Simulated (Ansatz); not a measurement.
# The cluster Si18H28: a short trajectory

What does the cluster Si18H28 do in its first 12 fs at constant energy, with the temperature set to 500 K?

Method: revPBE/6-31G* with D4 dispersion; program: Ansatz 0.2.0, Gaussian basis.

## Step 1: Structure used throughout

The geometry comes from an earlier relaxation with PBE-D4/def2-SVP; it is a stationary point, not always the lowest conformer.

46 atoms, charge 0, spin multiplicity 1.

Atoms are counted from 1 here; the program's logs count them from 0.

Bond lengths: Si1–Si11 2.352 Å, Si1–Si13 2.355 Å, Si1–H19 1.507 Å, Si1–H20 1.509 Å, Si2–Si12 2.355 Å, Si2–Si14 2.353 Å, Si2–H21 1.509 Å, Si2–H22 1.507 Å, Si3–Si11 2.357 Å, Si3–Si15 2.376 Å, Si3–H23 1.505 Å, Si3–H24 1.515 Å, Si4–Si12 2.376 Å, Si4–Si16 2.358 Å, Si4–H25 1.515 Å, Si4–H26 1.505 Å, Si5–Si11 2.351 Å, Si5–Si17 2.351 Å and more. Angles: Si11–Si1–Si13 101.4°, Si11–Si1–H19 111.6°, Si11–Si1–H20 110.5°, Si13–Si1–H19 112.1°, Si13–Si1–H20 112.1°, H19–Si1–H20 109.1°, Si12–Si2–Si14 101.5°, Si12–Si2–H21 112.0°, Si12–Si2–H22 112.0°, Si14–Si2–H21 110.5°, Si14–Si2–H22 111.6°, H21–Si2–H22 109.0°, Si11–Si3–Si15 122.1°, Si11–Si3–H23 110.0°, Si11–Si3–H24 105.6°, Si15–Si3–H23 112.6°, Si15–Si3–H24 97.9°, H23–Si3–H24 106.6° and more.

## Step 2: Dynamics

Contents of in.yaml:

```yaml
crystal:
  periodic: [false, false, false]
  atoms:
    - {symbol: Si, position_ang: [-2.941065, -0.098980, -2.569930]}
    - {symbol: Si, position_ang: [-2.941947, 0.096025, 2.562656]}
    - {symbol: Si, position_ang: [0.208739, -2.265479, -1.963543]}
    - {symbol: Si, position_ang: [-0.207547, -2.260537, 1.959128]}
    - {symbol: Si, position_ang: [0.001346, -0.001801, -5.011340]}
    - {symbol: Si, position_ang: [-0.206814, 2.262817, -1.965630]}
    - {symbol: Si, position_ang: [2.943040, 0.095450, -2.569417]}
    - {symbol: Si, position_ang: [0.208800, 2.261618, 1.956692]}
    - {symbol: Si, position_ang: [2.943457, -0.093592, 2.562049]}
    - {symbol: Si, position_ang: [-0.001441, 0.000346, 5.001295]}
    - {symbol: Si, position_ang: [-1.256854, -1.387683, -3.588090]}
    - {symbol: Si, position_ang: [-1.759355, -0.897684, 0.784982]}
    - {symbol: Si, position_ang: [-1.757389, 0.896865, -0.794086]}
    - {symbol: Si, position_ang: [-1.260778, 1.388940, 3.580877]}
    - {symbol: Si, position_ang: [1.759212, -0.898465, -0.792574]}
    - {symbol: Si, position_ang: [1.262010, -1.384747, 3.581573]}
    - {symbol: Si, position_ang: [1.259821, 1.384213, -3.588618]}
    - {symbol: Si, position_ang: [1.760143, 0.897465, 0.784075]}
    - {symbol: H, position_ang: [-4.078206, -0.959409, -2.081605]}
    - {symbol: H, position_ang: [-3.478945, 0.926258, -3.537955]}
    - {symbol: H, position_ang: [-3.477356, -0.931113, 3.529966]}
    - {symbol: H, position_ang: [-4.082176, 0.951772, 2.074521]}
    - {symbol: H, position_ang: [-0.536225, -3.204761, -1.053237]}
    - {symbol: H, position_ang: [1.208838, -3.106927, -2.729316]}
    - {symbol: H, position_ang: [-1.206992, -3.102562, 2.725499]}
    - {symbol: H, position_ang: [0.535326, -3.199478, 1.047163]}
    - {symbol: H, position_ang: [-0.902919, 0.826803, -5.888957]}
    - {symbol: H, position_ang: [0.905193, -0.829991, -5.889724]}
    - {symbol: H, position_ang: [-1.206660, 3.103543, -2.732598]}
    - {symbol: H, position_ang: [0.537833, 3.203150, -1.056307]}
    - {symbol: H, position_ang: [3.480352, -0.931062, -3.536341]}
    - {symbol: H, position_ang: [4.080675, 0.955582, -2.081929]}
    - {symbol: H, position_ang: [-0.532864, 3.202812, 1.045899]}
    - {symbol: H, position_ang: [1.210437, 3.102165, 2.722149]}
    - {symbol: H, position_ang: [4.082605, -0.951503, 2.074639]}
    - {symbol: H, position_ang: [3.479886, 0.934454, 3.527862]}
    - {symbol: H, position_ang: [-0.905259, -0.829986, 5.877663]}
    - {symbol: H, position_ang: [0.899469, 0.828612, 5.882441]}
    - {symbol: H, position_ang: [-1.812837, -2.577558, -4.334596]}
    - {symbol: H, position_ang: [-2.645398, -1.933831, 0.124825]}
    - {symbol: H, position_ang: [-2.644192, 1.930710, -0.130663]}
    - {symbol: H, position_ang: [-1.813084, 2.580272, 4.328271]}
    - {symbol: H, position_ang: [2.645373, -1.932391, -0.128505]}
    - {symbol: H, position_ang: [1.814883, -2.574642, 4.330779]}
    - {symbol: H, position_ang: [1.815307, 2.574374, -4.335198]}
    - {symbol: H, position_ang: [2.643359, 1.933934, 0.120455]}
basis:
  gaussian: {orbitals: "6-31G*"}
hamiltonian: {xc: {name: revPBE}, dispersion: d4}
md: {timestep: 0.5 fs, n_steps: 25, ensemble: nve, temperature: 500, initial_velocities: maxwell_boltzmann, seed: 336}
scf: {omitted_lower_state_checks: [starts]}
```

On the command line:

```sh
ansatz run in.yaml --threads 2 --pin off --events-out ev --progress --plain --max-ram 32768MiB --backend cuda --devices 0, --max-vram 18GiB
```

The program printed, shortened:

```text
Functional definition: revPBE
  name "revPBE"
  cite "Zhang & Yang, Phys. Rev. Lett. 80, 890 (1998) doi:10.1103/PhysRevLett.80.890"
  cite "Perdew, Burke & Ernzerhof, Phys. Rev. Lett. 77, 3865 (1996) doi:10.1103/PhysRevLett.77.3865"
[...]
4908 factors; their error is unknown
[...]
mean field -142217.83353190 eV, -5226.4089835876 hartree, gradient 4.7e-5 eV, S^2 0.000000; 0 other end points of the search recorded, 0 dependent functions left out
[...]
reference -142217.83364431 eV, -5226.4089877183 hartree; 140, 140 occupied and 258, 258 virtual orbitals, 4908 factors
md step     0: t =     0.00 fs  T =   500.0 K  F+E_penalty+E_count = -142224.32311201 eV  E_kin = 2.843720 eV  conserved = -142221.47939203 eV  (30 SCF iters)
[...]
md step     6: t =     3.00 fs  T =   366.6 K  F+E_penalty+E_count = -142223.55824342 eV  E_kin = 2.085231 eV  conserved = -142221.47301242 eV  (32 SCF iters, 3 dispersion substeps)
[...]
md step    12: t =     6.00 fs  T =   352.5 K  F+E_penalty+E_count = -142223.48067057 eV  E_kin = 2.004619 eV  conserved = -142221.47605184 eV  (31 SCF iters, 3 dispersion substeps)
[...]
md step    18: t =     9.00 fs  T =   310.2 K  F+E_penalty+E_count = -142223.24133536 eV  E_kin = 1.764183 eV  conserved = -142221.47715246 eV  (15 SCF iters, 3 dispersion substeps)
[...]
Atom 30 at     3.716580    -0.698956    -3.609387 Å, force    -0.192113    -0.052925     0.244890 eV/Å
Atom 31 at     3.811720     1.178950    -1.987482 Å, force    -0.346753    -0.626689    -0.362379 eV/Å
Atom 32 at    -0.643262     3.205342     1.193478 Å, force    -0.368976     0.351883    -0.619255 eV/Å
Atom 33 at     0.979688     3.111500     2.806654 Å, force     0.436284     0.109728     0.079301 eV/Å
Atom 34 at     4.140257    -0.758720     2.002755 Å, force     0.494093    -0.372458    -0.060661 eV/Å
Atom 35 at     3.328407     1.154039     3.312106 Å, force     0.321998     0.075480     0.510355 eV/Å
Atom 36 at    -0.810837    -0.901377     5.993841 Å, force     0.348163     0.610621    -0.258768 eV/Å
Atom 37 at     0.902281     0.968023     5.693670 Å, force     0.680129     0.452103     0.807748 eV/Å
Atom 38 at    -1.785036    -2.599375    -4.449586 Å, force     0.423708     0.945231     0.874723 eV/Å
Atom 39 at    -2.645920    -1.975640     0.197668 Å, force    -0.400327    -0.523185    -0.504346 eV/Å
Atom 40 at    -2.710721     1.693534     0.082520 Å, force    -0.248932     0.647367     0.026886 eV/Å
Atom 41 at    -1.850465     2.661917     3.981801 Å, force     0.000896    -0.100536     0.299160 eV/Å
Atom 42 at     2.414994    -1.917910     0.043863 Å, force     1.035645    -1.289791     0.706933 eV/Å
Atom 43 at     1.705901    -2.586886     4.166049 Å, force     0.520805    -1.176830     0.837183 eV/Å
Atom 44 at     1.930493     2.363806    -4.408870 Å, force     0.146218     0.481831    -0.196121 eV/Å
Atom 45 at     2.773124     1.714444     0.243478 Å, force     0.888352     1.167477    -0.677436 eV/Å
Dipole moment:     0.021270    -0.022054     0.139256 e Å
Checks for a lower state left out: starts
```

Run time: 3.1 min. Hardware: 1 × H100 (card shared with other runs) with 2 threads of AMD EPYC 7R13, shared host; peak host memory 1.2 GiB.

## Step 3: The trajectory

Every 2 steps, with energies from the start:

```
time (fs)  T (K)  potential (meV)  conserved (meV)  Si4–H26 (Å)
      0.0    500              0.0             0.00        1.505
      1.0    477            132.0             1.03        1.454
      2.0    423            441.2             3.70        1.413
      3.0    367            764.9             6.38        1.390
      4.0    335            944.1             7.02        1.391
      5.0    336            939.5             5.46        1.416
      6.0    352            842.4             3.34        1.457
      7.0    363            783.6             1.93        1.507
      8.0    350            854.7             1.52        1.555
      9.0    310           1081.8             2.24        1.595
     10.0    252           1416.8             4.13        1.622
     11.0    195           1739.7             6.51        1.633
     12.0    166           1906.0             7.72        1.629
```

Positions (Å) and forces (eV/Å) at 12.5 fs:

```xyz
46

Si   -2.915   -0.069   -2.506    0.469   -0.684    0.762
Si   -2.894    0.050    2.466   -1.062    0.577    0.593
Si    0.161   -2.204   -1.990    2.121    0.415   -0.174
Si   -0.210   -2.235    1.962    0.295   -0.873   -1.083
Si   -0.003   -0.003   -5.050    0.577   -0.964    0.310
Si   -0.191    2.350   -1.917    0.527   -0.485   -0.298
Si    2.886    0.085   -2.609    1.058    0.194    1.097
Si    0.172    2.228    1.913    0.349   -0.071    0.289
Si    2.974   -0.093    2.593   -1.405    0.464   -0.374
Si    0.013    0.017    5.063   -1.189   -0.559   -0.912
Si   -1.212   -1.375   -3.563   -1.770   -0.301   -1.576
Si   -1.772   -0.950    0.775    0.829    0.244   -0.037
Si   -1.750    0.893   -0.701    0.670   -0.023   -0.781
Si   -1.245    1.366    3.503   -0.374   -0.849    0.525
Si    1.752   -0.946   -0.747   -1.095    1.804   -1.192
Si    1.244   -1.357    3.597    0.047    1.063   -0.887
Si    1.252    1.293   -3.645   -0.892    0.663    0.891
Si    1.734    0.913    0.807   -0.425   -1.657    0.285
H    -4.103   -0.734   -1.829    0.144   -0.015   -0.476
H    -3.274    1.009   -3.411   -0.504    0.601   -0.632
H    -3.550   -1.035    3.310    0.129    0.340    0.034
H    -3.968    1.040    1.974    0.253   -0.473    0.196
H    -0.431   -3.292   -1.293   -0.863   -1.101    0.881
H     1.297   -2.900   -2.756   -0.304    0.096   -0.004
H    -1.071   -3.156    2.825    0.040    0.148   -0.275
H     0.380   -3.139    0.753   -0.236    0.622    1.479
H    -0.724    0.857   -5.997   -0.454    0.134   -0.448
H     0.990   -0.947   -5.737   -0.383    0.310   -0.039
H    -1.041    3.341   -2.695   -0.075   -0.184    0.195
H     0.747    3.180   -1.060   -0.218   -0.139   -0.060
H     3.717   -0.699   -3.609   -0.192   -0.053    0.245
H     3.812    1.179   -1.987   -0.347   -0.627   -0.362
H    -0.643    3.205    1.193   -0.369    0.352   -0.619
H     0.980    3.111    2.807    0.436    0.110    0.079
H     4.140   -0.759    2.003    0.494   -0.372   -0.061
H     3.328    1.154    3.312    0.322    0.075    0.510
H    -0.811   -0.901    5.994    0.348    0.611   -0.259
H     0.902    0.968    5.694    0.680    0.452    0.808
H    -1.785   -2.599   -4.450    0.424    0.945    0.875
H    -2.646   -1.976    0.198   -0.400   -0.523   -0.504
H    -2.711    1.694    0.083   -0.249    0.647    0.027
H    -1.850    2.662    3.982    0.001   -0.101    0.299
H     2.415   -1.918    0.044    1.036   -1.290    0.707
H     1.706   -2.587    4.166    0.521   -1.177    0.837
H     1.930    2.364   -4.409    0.146    0.482   -0.196
H     2.773    1.714    0.243    0.888    1.167   -0.677
```

## Step 4: Outcome

```
                              quantity                          value
                                length             25 steps of 0.5 fs
     temperature, first and last frame                     500, 167 K
              temperature, second half  mean 272 K, from 166 to 363 K
                swing of the potential                       1906 meV
largest change of the conserved energy                       7.72 meV
                      range of Si4–H26               1.387 to 1.633 Å
```

What this shows: From 500 K at the start the temperature swings between 166 and 500 K: with 46 atoms it has no steady value yet; starting near a minimum, about half of the kinetic energy flows into the potential. The conserved energy moves by 7.72 meV, 0.4 % of the potential's swing, so the step is short enough for this stretch. Si4–H26 swings most, by 0.25 Å; no bond breaks. A run of 12 fs gives no averages.
